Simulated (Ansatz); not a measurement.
# LuSb: how the settings move a relaxation

Aim: see which settings change the result for LuSb, by how much, and at what cost.

Method: reference: DFT, PBEsol, PAW with Ansatz's default frozen-core files, scalar-relativistic; relaxation of cell and atoms, in Ansatz 0.2.0.

2 further runs of the same task are left out: 2 set aside as unsound or not needed.

## 1. The structure to begin with

Symmetry: Fm-3m, No. 225, cubic system. The conventional cell has a = 6.079 Å, b = 6.079 Å, c = 6.079 Å, α = 90.00°, β = 90.00°, γ = 90.00°. Lu (site symmetry m-3m) has 6 Sb at 3.04 Å as nearest neighbours. Sb (site symmetry m-3m) has 6 Lu at 3.04 Å as nearest neighbours.

Coordinates:

```cif
data_structure
_symmetry_space_group_name_H-M 'P 1'
_symmetry_Int_Tables_number 1
_cell_length_a 4.2983
_cell_length_b 4.2983
_cell_length_c 4.2983
_cell_angle_alpha 60.000
_cell_angle_beta 60.000
_cell_angle_gamma 60.000
_cell_volume 56.15
loop_
_atom_site_label
_atom_site_type_symbol
_atom_site_fract_x
_atom_site_fract_y
_atom_site_fract_z
_atom_site_occupancy
Lu1 Lu 0.00000 0.00000 0.00000 1
Sb1 Sb 0.50000 0.50000 0.50000 1
```

## 2. Baseline

File input.yaml:

```yaml
crystal:
  lattice:
    - [0.0, 3.0393308489, 3.0393308489]
    - [3.0393308489, 0.0, 3.0393308489]
    - [3.0393308489, 3.0393308489, 0.0]
  atoms:
    - { symbol: Lu, position: [0.0, 0.0, 0.0] }
    - { symbol: Sb, position: [0.5, 0.5, 0.5] }
kpoints:
  mp_grid: { grid: [14, 14, 14] }
scf:
  occupations: { method: fermi_dirac, width: 0.05 }
hamiltonian:
  xc: pbesol
  pseudopotentials: { kind: paw }
relax:
  f_tol: 0.002
  max_steps: 80
  cell: {}
output:
  forces: true
  stress: true
  write_density: true
  write_potential: true
  elf: true
  volumetric_format: npy
```

Started as:

```
$ ansatz run input.yaml --threads 1 --pin off --max-ram 2560MiB --backend cpu --events-out ev --progress --plain --runs-dir out
```

## 3. Changing settings: xc r2scan

input.yaml, as its differences from that of step 2:

```diff
@@ -13,3 +13,3 @@
 hamiltonian:
-  xc: pbesol
+  xc: r2scan
   pseudopotentials: { kind: paw }
@@ -22,5 +22 @@
   stress: true
-  write_density: true
-  write_potential: true
-  elf: true
-  volumetric_format: npy
```

**Question.** What will these runs give? Wanted: for each run, ending; energy change; pressure; gap; force.

The runs gave:

| run | ending | energy change | pressure (GPa) | gap (eV) | force (eV/Å) | cycles | time |
| --- | --- | --- | --- | --- | --- | --- | --- |
| reference | converged | - | 0.0 | 0.00 | 0.00 | 36 | 51 s |
| 1: xc r2scan | converged | not comparable | 0.0 | 0.00 | 0.00 | 26 | 83 s |

Times don't compare one to one where runs were asked for different outputs or read a saved state (see the inputs); cycles may leave out searches for a lower state.

**Reading.** After a change of functional the difference of the totals has no physical meaning; the final volume goes from 53.91 to 56.07 Å³.
